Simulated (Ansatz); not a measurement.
# C₄HF₇O: small, medium and large basis sets

The task here is to estimate one member of a computed series from the others.

Program: Ansatz 0.2.0, Gaussian basis. Level of theory: one geometry, several basis sets. These are calculated values, not measurements.

Levels to be run: PBE0-D4/def2-SVP; ωB97M-V/def2-SVP; PBE0-D4/def2-QZVPP; ωB97M-V/def2-QZVPP; the functionals' def2-TZVPP values are taken from earlier runs.

### Structure used throughout

An earlier PBE0-D4 in a triple-zeta def2 set relaxation fixed the geometry.

13 atoms, charge 0, spin multiplicity 1.

Atoms are counted from 1 here; the program's logs count them from 0.

Bond lengths: F1–C2 1.349 Å, C2–O3 1.395 Å, C2–C10 1.553 Å, C2–H13 1.091 Å, O3–C4 1.375 Å, C4–F5 1.322 Å, C4–F6 1.339 Å, C4–C7 1.547 Å, C7–F8 1.328 Å, C7–F9 1.338 Å, C7–C10 1.554 Å, C10–F11 1.332 Å, C10–F12 1.339 Å. Angles: F1–C2–O3 110.4°, F1–C2–C10 110.5°, F1–C2–H13 109.0°, O3–C2–C10 106.4°, O3–C2–H13 108.5°, C10–C2–H13 112.0°, C2–O3–C4 111.5°, O3–C4–F5 108.6°, O3–C4–F6 111.4°, O3–C4–C7 104.9°, F5–C4–F6 108.4°, F5–C4–C7 113.4°, F6–C4–C7 110.0°, C4–C7–F8 113.4°, C4–C7–F9 108.9°, C4–C7–C10 101.9°, F8–C7–F9 109.4°, F8–C7–C10 113.2° and more.

As a file:

| atom | x (Å) | y (Å) | z (Å) |
| --- | --- | --- | --- |
| F1 | -0.1662 | -0.3495 | -2.3011 |
| C2 | -0.7050 | 0.1335 | -1.1622 |
| O3 | -0.0046 | 1.2615 | -0.7333 |
| C4 | 0.9190 | 0.9440 | 0.2347 |
| F5 | 1.1768 | 2.0287 | 0.9447 |
| F6 | 2.0643 | 0.5095 | -0.3053 |
| C7 | 0.2584 | -0.1870 | 1.0580 |
| F8 | 1.1355 | -0.9856 | 1.6560 |
| F9 | -0.5440 | 0.3598 | 1.9781 |
| C10 | -0.5925 | -0.9127 | -0.0204 |
| F11 | 0.0244 | -2.0208 | -0.4272 |
| F12 | -1.8059 | -1.2367 | 0.4448 |
| H13 | -1.7398 | 0.4207 | -1.3522 |

Set-up of the first run:

Input file in.yaml:

```yaml
crystal:
  periodic: [false, false, false]
  atoms:
    - {symbol: F, position_ang: [-0.166235, -0.349537, -2.301075]}
    - {symbol: C, position_ang: [-0.705029, 0.133477, -1.162159]}
    - {symbol: O, position_ang: [-0.004563, 1.261536, -0.733350]}
    - {symbol: C, position_ang: [0.918969, 0.943998, 0.234678]}
    - {symbol: F, position_ang: [1.176827, 2.028673, 0.944734]}
    - {symbol: F, position_ang: [2.064272, 0.509527, -0.305348]}
    - {symbol: C, position_ang: [0.258393, -0.187041, 1.058044]}
    - {symbol: F, position_ang: [1.135473, -0.985617, 1.655954]}
    - {symbol: F, position_ang: [-0.543984, 0.359841, 1.978097]}
    - {symbol: C, position_ang: [-0.592500, -0.912731, -0.020376]}
    - {symbol: F, position_ang: [0.024445, -2.020789, -0.427211]}
    - {symbol: F, position_ang: [-1.805880, -1.236722, 0.444783]}
    - {symbol: H, position_ang: [-1.739786, 0.420684, -1.352170]}
basis:
  gaussian: {orbitals: def2-SVP}
hamiltonian: {xc: pbe0, dispersion: d4}
output: {orbitals: {seedname: orbitals}}
```

Started as:

```sh
$ ansatz run in.yaml --threads 4 --pin off --events-out ev --progress --plain --max-ram 46080MiB --backend cpu
```

Among the steps run: PBE0-D4 in def2-SVP; ωB97M-V in def2-SVP; PBE0-D4 in def2-QZVPP; ωB97M-V in def2-QZVPP.

One of the session's tables, all rows but one given; the rest of the session is left out.

It belongs to the step «Density functionals: the series». 

```
functional       basis  HOMO (eV)  LUMO (eV)
   PBE0-D4    def2-SVP      -9.76       0.48
   PBE0-D4  def2-TZVPP      -9.86       0.17
   PBE0-D4  def2-QZVPP      -9.91       0.05
   ωB97M-V    def2-SVP     -12.08       2.76
   ωB97M-V  def2-TZVPP     -12.22       2.34
   ωB97M-V  def2-QZVPP          ?          ?
```

Estimate the missing values for ωB97M-V, def2-QZVPP.

**Answer.** HOMO (eV): -12.28; LUMO (eV): 1.88. In the column «HOMO (eV)» it is the lowest.
